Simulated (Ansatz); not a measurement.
Crystal: HfIn4SiO6.

```
Hf In Si O
1.0
     3.23023   -5.57768   -0.02470
     3.23023    5.57768   -0.02470
    -1.49068    0.00000    6.32030
Hf In Si O
1 4 1 6
Direct
  0.10178 0.10178 0.00912
  0.79222 0.48204 0.00818
  0.48204 0.79222 0.00818
  0.54472 0.21983 0.48398
  0.21983 0.54472 0.48398
  0.85433 0.85433 0.44523
  0.83500 0.58822 0.38104
  0.58822 0.83500 0.38104
  0.02899 0.02899 0.29500
  0.97920 0.97920 0.69555
  0.42852 0.14514 0.07435
  0.14514 0.42852 0.07435
```

The cell was built by a generator and needn't be a form met in nature.

Base run:

| Item | Value |
| --- | --- |
| Program | Ansatz 0.2.0 |
| Functional | PBE |
| Potentials or basis | Ansatz PAW |
| Cutoff | 420 eV (not typed: the program's choice for these potentials) |
| k mesh | 5 × 5 × 4 |
| Occupations | fermi-dirac, width 0.05 eV |
| Spin | no spin polarisation |
| Hubbard terms | Hf d U = 4 eV |

Its results: band gap on the k mesh 0.61 eV, indirect (least direct gap 0.86 eV); pressure 0.7 GPa; largest force 0.466 eV/Å.

Problem. The run is repeated on the same cell with these changes: hubbard terms from Hf d U = 4 eV to Hf d U = 6 eV. What comes out?

Solution. Band gap on the k mesh 0.58 eV, indirect (least direct gap 0.83 eV); pressure 1.1 GPa; largest force 0.739 eV/Å.

Caveats: odd divisions of the mesh miss points on the zone boundary, where band edges often lie, so the gap on the mesh can be too wide; spin-orbit coupling is left out, which moves the levels of the heavy elements.

A k mesh can miss the band edges.
